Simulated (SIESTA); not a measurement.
# Tl in SIESTA: convergence with real-space mesh cutoff

Input of the first run (real-space mesh cutoff 100 Ry); the others differ in this setting and in those tied to it:

run.py

```python
from ase import Atoms
from ase.calculators.siesta import Siesta
from ase.units import Ry, GPa

atoms = Atoms(
    ['Tl', 'Tl', 'Tl', 'Tl'],
    cell=[
        [3.5621036905, -0.0, 0.0],
        [-1.7810518452, 3.0848722868, 0.0],
        [0.0, 0.0, 23.2404167867],
    ],
    scaled_positions=[
        [0.6666666667, 0.3333333333, 0.3227136617],
        [0.3333333333, 0.6666666667, 0.4422677747],
        [0.6666666667, 0.3333333333, 0.5577322253],
        [0.3333333333, 0.6666666667, 0.6772863383],
    ],
    pbc=True,
)

fdf = {
    'SCFMustConverge': False,
    'OccupationFunction': 'FD',
    'ElectronicTemperature': '0.05 eV',
    'Slab.DipoleCorrection': 'vacuum',
    'MaxSCFIterations': '120',
    'SCF.Mixer.Method': 'Pulay',
    'SCF.Mixer.Weight': '0.25',
    'SCF.Mixer.History': '8',
    'SCF.DM.Tolerance': '5.0e-05',
    'SCF.H.Tolerance': '1.0e-03 eV',
    'WriteForces': 'true',
    'Charge.Mulliken': 'end',
    'PAO.Basis': ['Tl.1 4', 'n=6 0 2', '  6.588 0.000', 'n=6 1 2', '  9.500 0.000', 'n=5 2 2', '  4.502 0.000', 'n=6 2 1', '  9.500'],
}
calc = Siesta(
    label="Tl",
    command="siesta < PREFIX.fdf > PREFIX.out",
    pseudo_path="pseudos",
    pseudo_qualifier="",
    xc=('VDW', 'BH'),
    basis_set="DZP",
    mesh_cutoff=100 * Ry,
    energy_shift=0.003 * Ry,
    kpts=[7, 7, 1],
    spin="non-polarized",
    fdf_arguments=fdf,
)
atoms.calc = calc

print(f"energy = {atoms.get_potential_energy():.6f} eV")
free = atoms.get_potential_energy(force_consistent=True)
print(f"free energy = {free:.6f} eV")
print("forces (eV/A):")
print(atoms.get_forces(apply_constraint=False).round(6))
print("stress (GPa, Voigt order, tension positive):", (atoms.get_stress() / GPa).round(4))
```

Potentials or basis: PseudoDojo 0.4 standard (PBE files), DZP (energy shift 0.003 Ry; two zetas on semicore shells).

The run is started by

```bash
$ python run.py
```

The slab is cut from a database's or a generator's crystal, which needn't be the stable form of the element.

Hardware: 1 thread of Arm Neoverse V2 (shared host).

Question: The values tried are 100 Ry, 150 Ry, 200 Ry, 300 Ry, 400 Ry, 500 Ry, 700 Ry, 900 Ry, loosest first. From which on does the largest force stay within 0.005 eV/Å of the tightest run that finished?

Answer: From 200 Ry on.

| real-space mesh cutoff | energy less the tightest run, at zero smearing (meV/atom) | largest force (eV/Å) | SCF cycles | CPU time (s) | peak memory (GiB) |
| --- | --- | --- | --- | --- | --- |
| 100 Ry | -16.87 | 0.236 | 11 | 21 | 0.25 |
| 150 Ry | -5.56 | 0.254 | 11 | 31 | 0.28 |
| 200 Ry | -1.92 | 0.243 | 11 | 46 | 0.34 |
| 300 Ry | -0.56 | 0.241 | 11 | 76 | 0.46 |
| 400 Ry | -0.28 | 0.242 | 11 | 110 | 0.56 |
| 500 Ry | -0.08 | 0.242 | 11 | 160 | 0.78 |
| 700 Ry | -0.06 | 0.242 | 11 | 220 | 0.95 |
| 900 Ry | 0.00 | 0.242 | 11 | 330 | 1.4 |

Against the tightest run, the energy stays within 1 meV/atom from 300 Ry on. Values are those asked for, which the program may round to a finer grid. The tightest run that finished is the yardstick and may itself not be fully converged.

Caveat, for the tightest run too: the potentials were made for another functional, which shifts forces and pressure; the basis of atomic orbitals isn't converged, which shifts pressures, moduli and gaps. Spin-orbit coupling is left out, which matters for the levels of Tl.
